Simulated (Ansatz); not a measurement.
**HCl + HO radical: a complex and its separated parts**

The complex below is one end of an elementary step. How strongly is it bound against its free parts?

Method: PBE0-D4/def2-TZVP structures, single points in def2-TZVPP, no counterpoise correction; program: Ansatz 0.2.0, Gaussian basis.

Levels: SPW92, PBE-D4, BLYP-D4, r2SCAN-D4, B97M-V, PBE0-D4, B3LYP-D4, r2SCAN0-D4, BHLYP-D4, CAM-B3LYP-D4, wB97X-V, wB97M-V, B2PLYP, PBE-QIDH, RPA on PBE, Hartree-Fock, MP2, CCSD, CCSD(T).

Correlated methods freeze the cores. Orbitals are unrestricted. B3LYP uses VWN-RPA correlation. B2PLYP carries no dispersion term here.

92 further runs of the same task are left out: 92 set aside as unsound or not needed.

### Step 1. The system as given

The complex: 4 atoms, charge 0, spin multiplicity 2.

Atoms are counted from 1 here; the program's logs count them from 0.

Bond lengths: H1–Cl2 1.293 Å, O3–H4 0.975 Å.

Geometry (Å):

```xyz
4

H     0.6975   -0.3597   -0.0787
Cl    1.4650   -1.3291   -0.4576
O    -0.6354    0.9846    0.4061
H    -1.5271    0.7042    0.1302
```

Its parts: HCl holds atoms 1, 2; HO radical holds atoms 3, 4. Each part counts its atoms afresh in its own runs.

### Step 2. Relaxing HCl alone

relax-a/in.yaml

```yaml
crystal:
  periodic: [false, false, false]
  atoms:
    - {symbol: H, position_ang: [0.697476, -0.359727, -0.078726]}
    - {symbol: Cl, position_ang: [1.465007, -1.329140, -0.457610]}
basis:
  gaussian: {orbitals: def2-TZVP}
hamiltonian: {xc: pbe0, dispersion: d4}
relax: {f_tol: 0.005, max_steps: 200}
```

Run with:

```
> ansatz run in.yaml --threads 2 --pin off --events-out ev --progress --plain --max-ram 4352MiB
```

The runs that follow: Relaxing HO radical alone; SPW92/def2-TZVPP; PBE-D4/def2-TZVPP; BLYP-D4/def2-TZVPP; r2SCAN-D4/def2-TZVPP; B97M-V/def2-TZVPP; PBE0-D4/def2-TZVPP; B3LYP-D4/def2-TZVPP; r2SCAN0-D4/def2-TZVPP; BHLYP-D4/def2-TZVPP; CAM-B3LYP-D4/def2-TZVPP; wB97X-V/def2-TZVPP; wB97M-V/def2-TZVPP; B2PLYP/def2-TZVPP; PBE-QIDH/def2-TZVPP; RPA on PBE/def2-TZVPP; CCSD(T)/def2-TZVPP; CCSD(T)/def2-QZVPP; Vibrations of HCl; Vibrations of HO radical.

Before running it: what results should come out? Wanted: complex less parts, CCSD(T)/def2-TZVPP; with zero-point energy; largest T1 diagnostic.

As calculated:

```
                              quantity      value
complex less parts, CCSD(T)/def2-TZVPP  -0.145 eV
                with zero-point energy  -0.089 eV
                 largest T1 diagnostic      0.009
```

**Reading.** At CCSD(T) the complex lies 0.145 eV below its parts. B2PLYP is the best functional here (-0.012 eV from CCSD(T)); SPW92 is the worst (-0.250 eV). Mean unsigned error by rung: LDA 0.250, GGA 0.088, meta-GGA 0.048, hybrid 0.037, range-separated hybrid 0.032, double hybrid 0.015 eV. PBE-D4 gives a relative energy 0.099 eV too low, outside chemical accuracy (1 kcal/mol, 0.043 eV). No counterpoise was applied, and triple zeta lacks some correlation, so the CCSD(T) reference has a basis error of its own, and close matches with it are partly luck.
